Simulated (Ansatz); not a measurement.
# C2HCl2F (SMILES FC=C(Cl)Cl) at HF/STO-3G

Aim: the electronic atomisation energy of C2HCl2F at HF/STO-3G, from 5 runs. 

The results are computed with Ansatz 0.2.0.

66 further runs of the same task are left out: 66 set aside as unsound or not needed. Runs told in other sessions of the task aren't counted.

### 1 The molecule

The species is C2HCl2F (6 atoms), meant as a singlet with charge 0. SMILES: `FC=C(Cl)Cl`. The coordinates come from a PBE0-D4/def2-TZVP relaxation.

Bond lengths: F1–C2 1.325 Å, C2–C3 1.326 Å, C3–Cl4 1.703 Å, C3–Cl5 1.711 Å, C2–H6 1.082 Å. Angles: F1–C2–C3 121.8°, C2–C3–Cl4 122.7°, C2–C3–Cl5 120.2°, Cl4–C3–Cl5 117.2°, F1–C2–H6 114.8°, C3–C2–H6 123.4°.

### 2 The energy at HF/STO-3G

The input, in.yaml:

```yaml
crystal:
  periodic: [false, false, false]
  atoms:
    - symbol: F
      position_ang: [0.369860, -1.453540, 1.016570]
    - symbol: C
      position_ang: [0.335170, -0.183710, 0.639080]
    - symbol: C
      position_ang: [-0.249490, 0.193990, -0.489960]
    - symbol: Cl
      position_ang: [-1.002700, -0.907170, -1.549080]
    - symbol: Cl
      position_ang: [-0.269610, 1.845290, -0.936840]
    - symbol: H
      position_ang: [0.816790, 0.505150, 1.320220]
basis:
  gaussian: {orbitals: STO-3G}
hamiltonian: {xc: hf}
accuracy: high
output: {orbitals: {seedname: orbitals}}
```

Launch:

```sh
$ ansatz run in.yaml --threads 1 --pin off --max-ram 3480MiB --events-out events.jsonl --progress --plain --runs-dir runs
```

Standard output:

```text
Warning: RAYON_NUM_THREADS=1 ignored (pool sized by the plan → 1); use --threads N
Functional definition: HF
  name "HF"
  exchange = exact_x
  correlation = 0
671 factors; integrals over basis functions are off by at most 3.4e-8 eV
mean field evaluation 1: about -29453.1799 eV, gradient 3.0e1 eV
mean field evaluation 2: about -29453.3716 eV, gradient 3.0e1 eV
mean field evaluation 4: about -29456.8434 eV, gradient 2.4e0 eV
mean field evaluation 8: about -29456.8735 eV, gradient 3.2e-4 eV
mean field -29456.87350764 eV, -1082.5201348197 hartree, gradient 2.8e-8 eV, S^2 0.000000; 0 other end points of the search recorded, 0 dependent functions left out
reference -29456.87350764 eV, -1082.5201348197 hartree; 28, 28 occupied and 6, 6 virtual orbitals, 671 factors
Total energy: -29456.87350764 eV, -1082.5201348197 hartree
```

Wall time 0.36 s (1 thread of Arm Neoverse V1, shared host).

### 3 The C atom, same level

The input, input.yaml:

```yaml
crystal:
  periodic: [false, false, false]
  atoms:
    - symbol: C
      position_ang: [0.000000, 0.000000, 0.000000]
basis:
  gaussian: {orbitals: STO-3G}
magnetization: {spin_polarized: true, initial_magnetization: 2}
hamiltonian: {xc: hf}
accuracy: high
```

Run the same way, it converges to -37.19839 Eh (log not shown).

### 4 The Cl atom, same level

The input, in.yaml:

```yaml
crystal:
  periodic: [false, false, false]
  atoms:
    - symbol: Cl
      position_ang: [0.000000, 0.000000, 0.000000]
basis:
  gaussian: {orbitals: STO-3G}
magnetization: {spin_polarized: true, initial_magnetization: 1}
hamiltonian: {xc: hf}
accuracy: high
```

Run the same way, it converges to -454.54219 Eh (log not shown).

### 5 The F atom at the same level

The input, in.yaml:

```yaml
basis:
  gaussian:
    orbitals: STO-3G
crystal:
  periodic: [false, false, false]
  atoms:
    - {symbol: F, position_ang: [0.000000, 0.000000, 0.000000]}
magnetization:
  spin_polarized: true
  initial_magnetization: 1
hamiltonian:
  xc: hf
accuracy: high
```

Run the same way, it converges to -97.98651 Eh (log not shown).

### 6 The H atom at the same level

The input, molecule.yaml:

```yaml
crystal:
  periodic: [false, false, false]
  atoms:
    - {symbol: H, position_ang: [0.000000, 0.000000, 0.000000]}
basis:
  gaussian:
    orbitals: STO-3G
magnetization:
  spin_polarized: true
  initial_magnetization: 1
hamiltonian:
  xc: hf
accuracy: high
```

Run the same way, it converges to -0.46658 Eh (log not shown).

### 7 Outcome

Level: HF/STO-3G.

```
                     quantity           value
       molecule: total energy  -1082.52013 Eh
        molecule: HOMO energy        -8.58 eV
        molecule: LUMO energy         6.86 eV
      molecule: HOMO–LUMO gap        15.44 eV
         C atom: total energy    -37.19839 Eh
                 C atom: ⟨S²⟩           2.000
        Cl atom: total energy   -454.54219 Eh
                Cl atom: ⟨S²⟩           0.750
         F atom: total energy    -97.98651 Eh
                 F atom: ⟨S²⟩           0.750
         H atom: total energy     -0.46658 Eh
                 H atom: ⟨S²⟩           0.750
electronic atomisation energy       15.943 eV
```

**Reading.** Taking the molecule apart into free atoms costs 15.94 eV (368 kcal/mol), before zero-point energy and without spin-orbit coupling. Hartree–Fock lacks the correlation of the bonding pairs, which as a rule makes this value much too low; in minimal bases other errors can mask that. In a minimal basis such a difference can be off by several eV, whatever the method.
